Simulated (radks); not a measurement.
# Sc⁵⁺ in [He] 2s2 2p5 3s2 3p4 4p1: an all-electron calculation

The task here is to estimate one member of a computed series from the others.

The numbers are computed with radks (a radial shooting solver on a logarithmic mesh, Libxc functionals) version 1 (scalar-relativistic Kohn-Sham, PBE, spin-polarised, spherical densities, finite nucleus; open shells are filled with parallel spins first), except any that are marked as measured or tabulated.

### The system

| Property | Result |
| --- | --- |
| element | scandium (Z = 21) |
| charge | +5 |
| electrons | 16 |
| configuration | [He] 2s2 2p5 3s2 3p4 4p1 |
| nuclear rms radius | 3.5459 fm |

Outer shells as boxes (Hund's rule):

Sc⁵⁺
```
[He] core
2s [↑↓]
2p [↑↓][↑↓][↑ ]
3s [↑↓]
3p [↑↓][↑ ][↑ ]
4p [↑ ][  ][  ]
```

The first run:

Input:

```text
Z 21
configuration [He] 2s2 2p5 3s2 3p4 4p1
relativity scalar-relativistic
functional pbe,pbe
spin polarised
nucleus finite rms 3.5459 fm
c 137.035999084
```

Run with:

```sh
$ python run_ks.py task.json out
```

All runs below come from this command, one after another.

One of the session's tables, all rows but one given; the rest of the session is left out.

It belongs to the step «Shells». From the orbitals of this run (lengths in bohr):

```
  level      <r>  outermost maximum (interpolated)  90 % within  nodes
  1s up  0.07302                            0.0478        0.130      0
1s down  0.07297                            0.0478        0.130      0
  2s up   0.3368                             0.280        0.522      1
2s down   0.3375                             0.281        0.523      1
  2p up   0.2990                             0.228        0.490      0
2p down   0.3001                             0.229        0.492      0
  3s up   0.9593                             0.862         1.41      2
3s down   0.9662                             0.866         1.42      2
  3p up        ?                                 ?            ?      ?
3p down   0.9945                             0.876         1.50      1
  4p up    2.327                              2.21         3.33      2
```

Q: Estimate the row for 3p up from the others.

**Answer.** <r>: 0.9848; outermost maximum (interpolated): 0.870; 90 % within: 1.48; nodes: 1. In the column «<r>» it lies between 3s down (0.9662) and 3p down (0.9945).
